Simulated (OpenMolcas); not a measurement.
# SnH2F (SMILES [F][SnH2]): levels of theory compared

We compute a comparison of 6 runs (UHF/def2-TZVPP, UB3LYP/def2-TZVPP, UBHLYP/def2-TZVPP, UM06-L/def2-TZVPP, UPBE/def2-TZVPP, ROMP2/def2-TZVPP) of SnH2F. 

The results are computed with OpenMolcas 26.06.

## Step 1: The system as given

SnH2F has 4 atoms, charge 0, and is taken as a doublet. As SMILES, `[F][SnH2]`. The shape is that of a PBE0-D4/def2-TZVP optimisation.

Bond lengths: F1–Sn2 1.932 Å, Sn2–H3 1.726 Å, Sn2–H4 1.726 Å. Angles: F1–Sn2–H3 103.3°, F1–Sn2–H4 103.3°, H3–Sn2–H4 113.3°.

## Step 2: Energy and gradient at UHF/def2-TZVPP (core potential) (run 1)

test.inp reads:

```
&GATEWAY
 BasLib=$CurrDir
 Coord
 4
 angstrom
 F       -1.552600      -0.190000       0.640700
 Sn       0.028300      -0.242200      -0.468300
 H        1.184100      -1.054400       0.524100
 H        0.395700       1.426200      -0.716700
 Basis=def2-TZVPP
 Group=NoSym

&SEWARD

&SCF
 UHF
 Spin=2
 Thresholds=1e-10 1e-07 1e-07 1e-05
 PrOrbitals=1 2

&ALASKA
```

The basis set def2-TZVPP is read from a file made from the Basis Set Exchange's data (not shown).

Run with:

```sh
export MOLCAS_MEM=1860
pymolcas test.inp > test.log
```

Log:

```text
--- Start Module: gateway ---
[...]
--- Stop Module: gateway /rc=_RC_ALL_IS_WELL_ ---
[...]
      Basis functions          109
[...]
--- Start Module: scf ---
[...]
       Convergence after  18 Iterations
[...]
::    Total SCF energy                               -313.9915047005
[...]
      Total spin, S                                     0.5031493760
[...]
      Total electronic charge=   33.000000
      Total            charge=   -0.000000
[...]
      Dipole Moment (debye):
      Origin of the operator (angstrom)=   -0.1739   -0.2290   -0.3135
                   X=  2.2947E+00               Y= -2.8860E-01               Z= -2.0356E+00           Total=  3.0810E+00
      Quadrupole Moment (debye*angstrom):
[...]
--- Stop Module: scf /rc=_RC_ALL_IS_WELL_ ---
[...]
--- Start Module: alaska ---
[...]
 *              Molecular gradients               *
 **************************************************
  Irreducible representation: a
 ------------------------------------------------------------------------------------------
                              X                       Y                       Z
 ------------------------------------------------------------------------------------------
  F1               -8.82826079796573E-03    5.62821253592583E-04    6.73924473253962E-03
  SN2               6.29686631981485E-03   -2.54131647004474E-03   -9.11069657505514E-03
  H3                2.07962959669894E-03   -1.56423443549603E-03    2.46572588995919E-03
  H4                4.51764881410632E-04    3.54272965194191E-03   -9.42740475332604E-05
 ------------------------------------------------------------------------------------------
--- Stop Module: alaska /rc=_RC_ALL_IS_WELL_ ---
[...]
```

It took 17 s on 1 thread of Arm Neoverse V2, shared host; peak memory 0.64 GiB.

## Step 3: Energy and gradient at UB3LYP/def2-TZVPP (core potential) (run 2)

mol.input reads:

```
&GATEWAY
BasLib = $CurrDir
Coord
4
angstrom
F       -1.552600      -0.190000       0.640700
Sn       0.028300      -0.242200      -0.468300
H        1.184100      -1.054400       0.524100
H        0.395700       1.426200      -0.716700
Basis = def2-TZVPP
Group = NoSym
&SEWARD
GridInput
Grid=UltraFine
End of Grid
&SCF
UHF
Spin = 2
KSDFT = B3LYP
Thresholds = 1e-10 1e-07 1e-07 1e-05
PrOrbitals = 1
&ALASKA
```

The basis set def2-TZVPP is read from a file made from the Basis Set Exchange's data (not shown).

Run with:

```sh
export MOLCAS_MEM=1860
pymolcas mol.input > mol.log
```

Log:

```text
--- Start Module: gateway ---
[...]
--- Stop Module: gateway /rc=_RC_ALL_IS_WELL_ ---
[...]
      Basis functions          109
[...]
--- Start Module: scf ---
[...]
       Convergence after  17 Iterations
[...]
::    Total KS-DFT energy                            -315.4505063454
[...]
      Total spin, S                                     0.5011395906
[...]
      Total electronic charge=   33.000000
      Total            charge=   -0.000000
[...]
      Dipole Moment (debye):
      Origin of the operator (angstrom)=   -0.1739   -0.2290   -0.3135
                   X=  2.0418E+00               Y= -2.2852E-01               Z= -1.7547E+00           Total=  2.7018E+00
      Quadrupole Moment (debye*angstrom):
[...]
--- Stop Module: scf /rc=_RC_ALL_IS_WELL_ ---
[...]
--- Start Module: alaska ---
[...]
 *              Molecular gradients               *
 **************************************************
  Irreducible representation: a
 ------------------------------------------------------------------------------------------
                              X                       Y                       Z
 ------------------------------------------------------------------------------------------
  F1                5.66167672756279E-03   -3.24573960662156E-04   -4.24370084052228E-03
  SN2              -3.67938579625537E-03    1.73205235065588E-03    5.77524900737458E-03
  H3               -1.50385023997179E-03    9.16810321229145E-04   -1.57383549538226E-03
  H4               -4.78440691379811E-04   -2.32428871122359E-03    4.22873285226277E-05
 ------------------------------------------------------------------------------------------
--- Stop Module: alaska /rc=_RC_ALL_IS_WELL_ ---
[...]
```

Run time: 40 s. Hardware: 1 thread of Arm Neoverse V2, shared host; peak memory 0.64 GiB.

## Step 4: Energy and forces at UBHLYP/def2-TZVPP (core potential) (run 3)

job.inp reads:

```
&GATEWAY
  BasLib
  $CurrDir
  Coord
  4
  angstrom
  F       -1.552600      -0.190000       0.640700
  Sn       0.028300      -0.242200      -0.468300
  H        1.184100      -1.054400       0.524100
  H        0.395700       1.426200      -0.716700
  Basis
  def2-TZVPP
  Group
  NoSym

&SEWARD
  GridInput
  Grid=UltraFine
  End of Grid

&SCF
  UHF
  Spin
  2
  KSDFT
  HYB_GGA_XC_BHANDHLYP
  Thresholds
  1e-10 1e-07 1e-07 1e-05
  PrOrbitals
  1 1

&ALASKA
```

The basis set def2-TZVPP is read from a file made from the Basis Set Exchange's data (not shown).

Run with:

```sh
export MOLCAS_MEM=1860
pymolcas job.inp > job.log
```

Log:

```text
--- Start Module: gateway ---
[...]
--- Stop Module: gateway /rc=_RC_ALL_IS_WELL_ ---
[...]
      Basis functions          109
[...]
--- Start Module: scf ---
[...]
       Convergence after  15 Iterations
[...]
::    Total KS-DFT energy                            -315.2642827668
[...]
      Total spin, S                                     0.5020775027
[...]
      Total electronic charge=   33.000000
      Total            charge=   -0.000000
[...]
      Dipole Moment (debye):
      Origin of the operator (angstrom)=   -0.1739   -0.2290   -0.3135
                   X=  2.1942E+00               Y= -2.5450E-01               Z= -1.9035E+00           Total=  2.9159E+00
      Quadrupole Moment (debye*angstrom):
[...]
--- Stop Module: scf /rc=_RC_ALL_IS_WELL_ ---
[...]
--- Start Module: alaska ---
[...]
 *              Molecular gradients               *
 **************************************************
  Irreducible representation: a
 ------------------------------------------------------------------------------------------
                              X                       Y                       Z
 ------------------------------------------------------------------------------------------
  F1               -3.58670870627087E-03    6.94126828482688E-05    2.42135636864127E-03
  SN2               1.46987099158125E-03   -1.14995702118392E-03   -3.26004570396599E-03
  H3                1.58907590315271E-03   -1.12195598310150E-03    1.25339844310624E-03
  H4                5.27761811552008E-04    2.20250032144342E-03   -4.14709107810829E-04
 ------------------------------------------------------------------------------------------
--- Stop Module: alaska /rc=_RC_ALL_IS_WELL_ ---
[...]
```

It took 36 s on 1 thread of Arm Neoverse V2, shared host; peak memory 0.64 GiB.

Runs 4 to 5 aren't shown in full; the table further down has their settings and results.

## Step 5: The energy at ROMP2/def2-TZVPP (core potential) (run 6)

job.input reads:

```
* FH2Sn ROMP2
&gateway
baslib
$CurrDir
coord
4
angstrom
F       -1.552600      -0.190000       0.640700
Sn       0.028300      -0.242200      -0.468300
H        1.184100      -1.054400       0.524100
H        0.395700       1.426200      -0.716700
basis
def2-TZVPP
group
NoSym
&seward
&scf
uhf
spin
2
thresholds
1e-10 1e-07 1e-07 1e-05
prorbitals
1 1
&rasscf
fileorb
$Project.UnaOrb
spin
2
nactel
1 0 0
inactive
16
ras2
1
outorbitals
Canonical
orblisting
Few
&caspt2
ipea
0.0
frozen
5
```

The basis set def2-TZVPP is read from a file made from the Basis Set Exchange's data (not shown).

Run with:

```sh
export MOLCAS_MEM=1860
pymolcas job.input > job.log
```

Log:

```text
--- Start Module: gateway ---
[...]
--- Stop Module: gateway /rc=_RC_ALL_IS_WELL_ ---
[...]
      Basis functions          109
[...]
       Convergence after  18 Iterations
[...]
::    Total SCF energy                               -313.9915047005
[...]
      Total spin, S                                     0.5031493760
[...]
--- Start Module: rasscf ---
[...]
      Number of active orbitals                  1
[...]
      Spin quantum number                      0.5
[...]
      Active orbitals                            1
[...]
      Number of CSFs                             1
[...]
      Number of root(s) required                 1
[...]
      Convergence after  7 iterations
[...]
      printout of CI-coefficients larger than  0.05 for root  1
      energy=    -313.989618
      conf/sym  1     Coeff  Weight
             1  u   1.00000 1.00000
      Natural orbitals and occupation numbers for root  1
      sym 1:   1.000000
      ************************************************************************************************************************
      *                                                    Final results                                                     *
[...]
::    RASSCF root number  1 Total energy:   -313.98961842
[...]
      Total electronic charge=   33.000000
      Total            charge=   -0.000000
[...]
      Dipole Moment (debye):
      Origin of the operator (angstrom)=   -0.1739   -0.2290   -0.3135
                   X=  2.2966E+00               Y= -2.9107E-01               Z= -2.0417E+00           Total=  3.0867E+00
      Quadrupole Moment (debye*angstrom):
[...]
--- Stop Module: rasscf /rc=_RC_ALL_IS_WELL_ ---
[...]
--- Start Module: caspt2 ---
[...]
 ###    WARNING: User changed nr of frozen orbitals.                         ###
 ###############################################################################
[...]
      E2 (Variational):          -0.5677743510
      Total energy:            -314.5573927719
[...]
      Reference weight:           0.88206
[...]
::    CASPT2 Root  1     Total energy:   -314.55739277
[...]
--- Stop Module: caspt2 /rc=_RC_ALL_IS_WELL_ ---
[...]
```

It took 21 s on 1 thread of Arm Neoverse V2, shared host; peak memory 0.64 GiB.

## Step 6: All runs side by side

| run | level | integration grid | task | energy (Eh) | dipole moment (D) | HOMO energy (eV) | LUMO energy (eV) | wall time |
| --- | --- | --- | --- | --- | --- | --- | --- | --- |
| 1 | UHF/def2-TZVPP (core potential) | – | gradient | -313.991505 | 3.08 | -9.50 | -0.12 | 17 s |
| 2 | UB3LYP/def2-TZVPP (core potential) | UltraFine | gradient | -315.450506 | 2.70 | -6.49 | -4.03 | 40 s |
| 3 | UBHLYP/def2-TZVPP (core potential) | UltraFine | gradient | -315.264283 | 2.92 | -7.69 | -2.88 | 36 s |
| 4 | UM06-L/def2-TZVPP (core potential) | UltraFine | energy | -315.512544 | 2.56 | -5.57 | -4.58 | 51 s |
| 5 | UPBE/def2-TZVPP (core potential) | UltraFine | gradient | -315.271495 | 2.48 | -5.59 | -4.47 | 46 s |
| 6 | ROMP2/def2-TZVPP (core potential) | – | energy | -314.557393 | – | – | – | 21 s |

## Step 7: What came out

| quantity | value |
| --- | --- |
| run 6: total energy | -314.55739 Eh |

**Reading.** Over runs 1, 2, 3, 4, 5 the dipole moment (its size) runs from 2.48 D (UPBE/def2-TZVPP) to 3.08 D (UHF/def2-TZVPP). Totals of different functionals can't be ranked against each other. All runs together took 3.5 min, the longest 51 s.
